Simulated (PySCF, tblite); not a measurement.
# C4H12N2O3Si: geometry, infrared bands and NMR shifts

Wanted: the infrared bands and NMR shifts of C4H12N2O3Si (`CO[Si@@](N)(O)C(=O)N(C)C`), by calculation.

The runs use tblite 0.8.0 and PySCF 2.14.0, with density-fitted response routines of our own; the level of theory stands in each step. All values are computed, except where a source is named. Atoms count from 0, in the outputs and in this text.

### Step 1. The molecule as given

22 atoms, charge 0, multiplicity 1; geometry from: force field or distance geometry start.

Bonds of the start (Å): C0–O1 1.43, O1–Si2 1.74, Si2–N3 1.75, Si2–O4 1.72, Si2–C5 1.83, C5–O6 1.27, C5–N7 1.40, N7–C8 1.46, N7–C9 1.44, C0–H10 1.12, C0–H11 1.10, C0–H12 1.08, N3–H13 1.06, N3–H14 1.07, O4–H15 1.01, C8–H16 1.13, C8–H17 1.10, C8–H18 1.10, C9–H19 1.11, C9–H20 1.13, C9–H21 1.13.

### Step 2. Geometry optimisation with GFN2-xTB

The job: settings as JSON, then the geometry in Å.

```
{"job": {"kind": "relax", "xc": "GFN2-xTB", "basis": "xTB"}, "charge": 0, "multiplicity": 1}
C      3.203700    -0.101900    -0.875400
O      1.816600    -0.069000    -1.220500
Si     1.023100    -0.059400     0.330400
N      0.859700    -1.720000     0.872700
O      2.076000     0.800200     1.385400
C     -0.544500     0.887400     0.279300
O     -0.473700     2.149400     0.427900
N     -1.820800     0.338300     0.096400
C     -2.959200     1.246400     0.085900
C     -2.112300    -1.061700    -0.089900
H      3.313000    -0.222100     0.233700
H      3.599200     0.877900    -1.182700
H      3.736100    -0.873800    -1.406900
H      1.731500    -2.268400     0.615000
H      0.789300    -1.764300     1.934800
H      2.025700     1.787900     1.188500
H     -2.572700     2.214400    -0.342900
H     -3.324200     1.432900     1.109200
H     -3.735300     0.804500    -0.557200
H     -1.224900    -1.701300    -0.252200
H     -2.678500    -1.493000     0.782000
H     -2.738300    -1.185200    -1.017500
```

Started as:

```console
$ OMP_NUM_THREADS=1 python probes_run.py task.json out
```

One launch serves the whole session: the jobs run in the order shown.

**Question.** This job is followed by: GFN2-xTB harmonic vibrations, gas phase; GIAO PBE0/pcSseg-1 NMR shielding, non-relativistic, gas phase. What will the session give for the following? strongest single infrared mode (GFN2-xTB); zero-point energy (GFN2-xTB); ¹³C shifts against TMS (PBE0/pcSseg-1, means over atoms taken as alike); ¹H shifts against TMS (PBE0/pcSseg-1, means over atoms taken as alike); ¹⁷O shifts against H2O (PBE0/pcSseg-1); ²⁹Si shifts against TMS (PBE0/pcSseg-1); ¹⁵N shifts against NH3 (PBE0/pcSseg-1).

**Answer**, as computed:

| quantity | value |
| --- | --- |
| strongest single infrared mode (GFN2-xTB) | 1640 cm⁻¹, 499 km/mol |
| zero-point energy (GFN2-xTB) | 107.3 kcal/mol |
| ¹³C shifts against TMS (PBE0/pcSseg-1, means over atoms taken as alike) | 183.0, 52.2, 35.0 ppm |
| ¹H shifts against TMS (PBE0/pcSseg-1, means over atoms taken as alike) | 4.00, 3.77, 3.14, 0.69 ppm |
| ¹⁷O shifts against H2O (PBE0/pcSseg-1) | 453.7, 52.8, 26.8 ppm |
| ²⁹Si shifts against TMS (PBE0/pcSseg-1) | -58.9 ppm |
| ¹⁵N shifts against NH3 (PBE0/pcSseg-1) | 138.5, 27.4 ppm |

What this shows: Over 207 steps the energy fell by 1.360 eV; of the close pairs, O1–Si2 changed most, 1.742 to 1.628 Å. No mode is imaginary among the 60: a minimum at this level. The strongest single mode, at 1640 cm⁻¹, moves mainly C5 and O6. Unscaled tight-binding wavenumbers are off by several per cent, some by more. Its intensities can rank the bands wrongly. H10, H11, H12 (mean) (hydrogen on a methyl carbon bonded to O) lies farthest downfield among hydrogen, at 4.00 ppm; its carbon carries O, which withdraws density. At PBE0/pcSseg-1: Shielding is most anisotropic at O6 (span 808 ppm, paramagnetic term -520 ppm).
